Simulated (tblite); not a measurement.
# C6H13BClP: the cost of one run

The runs use tblite 0.8.0 and PySCF 2.14.0, with density-fitted response routines of our own; the level of theory stands in each step. All values are computed, except where a source is named. Atoms count from 0, in the outputs and in this text.

### 1 The starting structure

22 atoms, charge 0, multiplicity 1; geometry from: force field or distance geometry start.

Bonds of the start (Å): C0–C1 1.52, C1–C2 1.54, C2–B3 1.58, B3–P4 1.93, B3–C5 1.60, C5–C6 1.53, C6–Cl7 1.80, C6–C8 1.54, C8–C1 1.56, C0–H9 1.11, C0–H10 1.12, C0–H11 1.11, C1–H12 1.13, C2–H13 1.11, C2–H14 1.12, P4–H15 1.46, P4–H16 1.45, C5–H17 1.11, C5–H18 1.11, C6–H19 1.11, C8–H20 1.11, C8–H21 1.11.

### 2 Geometry optimisation with GFN2-xTB

What the job is given:

```
{"job": {"kind": "relax", "xc": "GFN2-xTB", "basis": "xTB"}, "charge": 0, "multiplicity": 1}
C     -2.128800     1.459500     0.043600
C     -0.857000     0.634000     0.092600
C      0.131300     1.075500    -1.001900
B      1.403300     0.141500    -1.031100
P      3.162500     0.837900    -0.638000
C      1.113600    -1.435300    -0.988000
C      0.071800    -1.773200     0.085600
Cl     0.797600    -1.693000     1.732200
C     -1.180300    -0.884000    -0.005300
H     -2.667500     1.305200    -0.917600
H     -2.821100     1.172000     0.871900
H     -1.902800     2.538900     0.154800
H     -0.383600     0.824600     1.100900
H      0.440700     2.130200    -0.837900
H     -0.374100     1.021400    -1.997100
H      2.700700     1.691700     0.450600
H      3.525400    -0.228000     0.270700
H      0.729300    -1.741600    -1.981600
H      2.058400    -1.992300    -0.793700
H     -0.240600    -2.828800    -0.059200
H     -1.698900    -1.073300    -0.970600
H     -1.890200    -1.163500     0.807200
```

Started as:

```
$ OMP_NUM_THREADS=1 python probes_run.py task.json out
```

This one command runs all jobs of the session in turn.

Q: Estimate the wall time of this first job on 1 thread of Arm Neoverse V1, shared host.

About 1.1 s.
